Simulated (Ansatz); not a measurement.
# F4GeH2S: the cost of one run

Program: Ansatz 0.2.0. Level of theory: RKS BLYP-D4/def2-SVP. These are calculated values, not measurements.

## 1. The system as given

Bond lengths: Ge1–F2 2.030 Å, Ge1–F3 1.680 Å, Ge1–F4 1.679 Å, Ge1–F5 1.679 Å, Ge1–S6 2.550 Å, S6–H7 1.400 Å. Angles: F2–Ge1–F3 109.4°, F2–Ge1–F4 109.5°, F2–Ge1–F5 109.5°, F2–Ge1–S6 71.6°, F3–Ge1–F4 109.5°, F3–Ge1–F5 109.5°, F3–Ge1–S6 178.9°, F4–Ge1–F5 109.5°, F4–Ge1–S6 70.0°, F5–Ge1–S6 70.0°, Ge1–S6–H7 109.5°.

Coordinates:

```xyz
8

Ge    0.0000    0.0000    0.0000
F     0.0000    0.0000    2.0300
F     1.5842    0.0000   -0.5594
F    -0.7913    1.3709   -0.5594
F    -0.7913   -1.3709   -0.5594
S    -2.4199    0.0000    0.8041
H    -3.1755   -0.8728    0.0121
H    -1.1972    0.0000    1.9260
```

## 2. A restrained relaxation towards end A

Springs on the bonds that form and break draw the guess towards this end; the thresholds are loose.

input.yaml

```yaml
crystal:
  periodic: [false, false, false]
  atoms:
    - { symbol: Ge, position_ang: [0.0, 0.0, 0.0] }
    - { symbol: F, position_ang: [0.0, 0.0, 2.03] }
    - { symbol: F, position_ang: [1.5842, 0.0, -0.5594] }
    - { symbol: F, position_ang: [-0.7913, 1.3709, -0.5594] }
    - { symbol: F, position_ang: [-0.7913, -1.3709, -0.5594] }
    - { symbol: S, position_ang: [-2.4199, 0.0, 0.8041] }
    - { symbol: H, position_ang: [-3.1755, -0.8728, 0.0121] }
    - { symbol: H, position_ang: [-1.1972, 0.0, 1.926] }
basis:
  gaussian: { orbitals: def2-SVP }
hamiltonian:
  xc: blyp
  dispersion: d4
relax:
  f_tol: 0.15
  max_steps: 25
  restrain:
    - { distance: [0, 5], at: 3.45, k: 30.0 }
    - { distance: [7, 1], at: 2.12, k: 30.0 }
    - { distance: [0, 1], at: 1.68, k: 30.0 }
    - { distance: [7, 5], at: 1.4, k: 30.0 }
```

Command:

```console
$ ansatz run input.yaml --threads 4 --pin off --max-ram 5120MiB --backend cpu --events-out ev --progress --plain --runs-dir out
```

Q: Estimate wall time and peak memory on 4 threads of Intel Xeon Platinum 8375C at 2.90GHz (Ice Lake), shared host.

About 11 s, with a peak of 0.19 GiB.
